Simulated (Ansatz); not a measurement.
Turn this script for the Ansatz DFT code, driven from Python into the input file that the command-line program reads.

Typed at the interpreter:
```pycon
>>> from pathlib import Path
>>> import ansatz as az
>>> from ase import Atoms
>>> from ase.io import write
>>> import numpy as np
>>> import pandas as pd
>>> params = {
...     'scf_tol': 1e-07,
...     'smearing': 'fermi_dirac',
...     'smearing_width': 0.1,
...     'kmesh': (7, 7, 7),
...     'cutoff': 600,
...     'xc': 'r2scan',
... }
>>> crystal = (
...     az.Lattice.from_parameters(3.511214, 3.511214, 3.511214, alpha=90.0, beta=90.0, gamma=90.0)
...     .atom('Be', (0.0, 0.0, 0.0))
...     .atom('Cr', (0.0, 0.5, 0.5))
...     .atom('Cr', (0.5, 0.0, 0.5))
...     .atom('Cr', (0.5, 0.5, 0.0))
...     .moments(Cr=3.9)
... )
>>> len(crystal.resolved().sites)
4
>>> base = (
...     crystal.calculation()
...     .scf(tolerance=params['scf_tol'])
...     .spin(az.SpinTreatment.COLLINEAR)
...     .occupations(params['smearing'], width=params['smearing_width'])
...     .kpoints(*params['kmesh'])
...     .basis(params['cutoff'])
...     .pseudopotentials('paw')
...     .functional(params['xc'])
...     .bader_charges()
...     .populations()
...     .density()
...     .potential()
...     .electron_localization_function()
...     .output_files(volumetric_format='npy')
... )
>>> session = base.session()
>>> planned = session.plan(threads=1)
>>> outcome = planned.execute()
RunWarning: the starting moments were not kept: the SCF closed with an absolute magnetisation of 1.2e-5 μB, where they sum to 11.7 μB in size (3 sites). That is at most 0.1 of that sum. Measured as [...]
>>> rep = outcome.report
>>> rep['kpoints_frac'][:4]
[[0.0, 0.0, 0.0], [0.0, 0.0, 0.14285714285714285], [0.0, 0.0, 0.2857142857142857], [0.0, 0.0, 0.42857142857142855]]
>>> n_atoms = len(rep['lattice']['sites'])
>>> print('F =', round(rep['free_energy_ev'], 4), 'eV for', n_atoms, 'atoms')
F = -10240.2137 eV for 4 atoms
>>> print('E(sigma -> 0) =', round(rep['energy_sigma0_ev'], 4), 'eV, TS =', round(rep['entropy_ts_ev'], 5), 'eV')
E(sigma -> 0) = -10240.1668 eV, TS = 0.09384 eV
>>> print('closed by', rep['closed_by'], 'after', rep['n_iterations'], 'iterations')
closed by deck_thresholds after 19 iterations
>>> basins = outcome.bader_charges()
>>> frame = pd.DataFrame([(a.symbol, a.partial_charge_e, a.basin.volume_ang3) for a in basins.atoms], columns=['atom', 'charge (e)', 'volume (A^3)'])
>>> frame.round(3)
  atom  charge (e)  volume (A^3)
0   Be       0.689         5.268
1   Cr      -0.230        12.673
2   Cr      -0.230        12.673
3   Cr      -0.230        12.673
>>> print('sum of charges', round(frame['charge (e)'].sum(), 4), ' sum of volumes', round(frame['volume (A^3)'].sum(), 3))
sum of charges 0.0  sum of volumes 43.288
>>> files = Path(outcome.write_results('tables'))
>>> print((files / 'populations.tsv').read_text())
# site	symbol	l	j	q_up	q_dn
# orbitals = lowdin
# n_electrons = 44.000000
# spilling = 0.017250
0	Be	0_2S	-	0.389454	0.389455
1	Cr	0_3S	-	0.991818	0.991818
1	Cr	0_4S	-	0.408572	0.408572
1	Cr	1_3P	-	2.995431	2.995431
1	Cr	2_3D	-	2.681194	2.681191
2	Cr	0_3S	-	0.991818	0.991818
2	Cr	0_4S	-	0.408572	0.408572
2	Cr	1_3P	-	2.995431	2.995431
2	Cr	2_3D	-	2.681194	2.681191
3	Cr	0_3S	-	0.991818	0.991818
3	Cr	0_4S	-	0.408572	0.408572
3	Cr	1_3P	-	2.995431	2.995431
3	Cr	2_3D	-	2.681194	2.681191
>>> print('site moments (muB):', [round(m, 2) for m in rep['site_moments_mub']])
site moments (muB): [-0.0, 0.0, 0.0, 0.0]
>>> print('electrons up, down:', [round(n, 3) for n in rep['spin_occupation_sums']])
electrons up, down: [22.0, 22.0]
>>> folder = Path(outcome.write_results('fields'))
>>> print('densities in e/A^3, potentials in eV, ELF without unit')
densities in e/A^3, potentials in eV, ELF without unit
>>> for name in sorted(p.name for p in folder.glob('*.npy')):
...     field = np.load(folder / name)
...     print(f'{name:16s} {str(field.shape):16s} min {field.min():10.4f}  mean {field.mean():10.4f}  max {field.max():10.4f}')
...
elf.npy          (30, 30, 30)     min     0.0000  mean     0.3623  max     0.9475
elf_dn.npy       (30, 30, 30)     min     0.0000  mean     0.3623  max     0.9475
elf_up.npy       (30, 30, 30)     min     0.0000  mean     0.3623  max     0.9475
rho.npy          (30, 30, 30)     min     0.0496  mean     1.0164  max    22.7192
rho_spin.npy     (30, 30, 30)     min    -0.0000  mean     0.0000  max     0.0000
v_es.npy         (30, 30, 30)     min   -39.9601  mean     7.4594  max    19.4564
v_tot_dn.npy     (30, 30, 30)     min   -60.9054  mean    -6.2116  max     8.7816
v_tot_up.npy     (30, 30, 30)     min   -60.9054  mean    -6.2116  max     8.7817
>>> image = Atoms([s.symbol for s in outcome.lattice.sites], positions=[s.position_ang for s in outcome.lattice.sites], cell=outcome.lattice.cell_ang, pbc=True)
>>> write('final.extxyz', image)
>>> for term in (az.EnergyTerm.SMEARING, az.EnergyTerm.DISPERSION):
...     print(f'F without {term.name.lower()}: {az.free_energy_without(rep, term):.5f} eV')
...
F without smearing: -10240.11990 eV
F without dispersion: -10240.21374 eV
```

`input.yaml`:
```yaml
crystal:
  lattice:
    a: 3.511214
    b: 3.511214
    c: 3.511214
    alpha: 90.0
    beta: 90.0
    gamma: 90.0
  atoms:
    - { symbol: Be, position: [0.0, 0.0, 0.0] }
    - { symbol: Cr, position: [0.0, 0.5, 0.5] }
    - { symbol: Cr, position: [0.5, 0.0, 0.5] }
    - { symbol: Cr, position: [0.5, 0.5, 0.0] }
basis:
  ecutwfc: 600.0
kpoints:
  mp_grid:
    grid: [7, 7, 7]
hamiltonian:
  xc: r2scan
  pseudopotentials:
    kind: paw
magnetization:
  spin_polarized: true
  per_species:
    Cr: 3.9
scf:
  convergence:
    dr2_threshold: 1.0e-07
  occupations:
    method: fermi_dirac
    width: 0.1
output:
  write_density: true
  write_potential: true
  volumetric_format: npy
  populations: true
  elf: true
  bader: true
```

Reading the output:
- Total energies depend on the potentials; only differences at equal settings carry meaning. A total without «per atom» is that of the cell as typed.
- The SCF didn't keep the moments it started from (some shrank, vanished or turned); what is printed is the state reached.
- The mesh is modest for a metal, so energies can be off by several to tens of meV an atom and pressures by half a GPa or more; differences at equal mesh fare better.
- Bader volumes count only the part of each basin above a small density, so their sum can fall short of the cell.
- r2SCAN tends to overestimate the moments of itinerant magnets.
- Grid values close to the nuclei reflect the PAW or pseudopotential construction, not the all-electron fields.
- This cell is a computed structure, which may not be the phase found in nature.
- Warnings are shown shortened and without file and line.
- Wall time of the script: 62 s on 1 thread of Arm Neoverse V1, on a shared host, peak memory 0.64 GiB.

(Lines on the test bed's own set-up are left out of the output.)
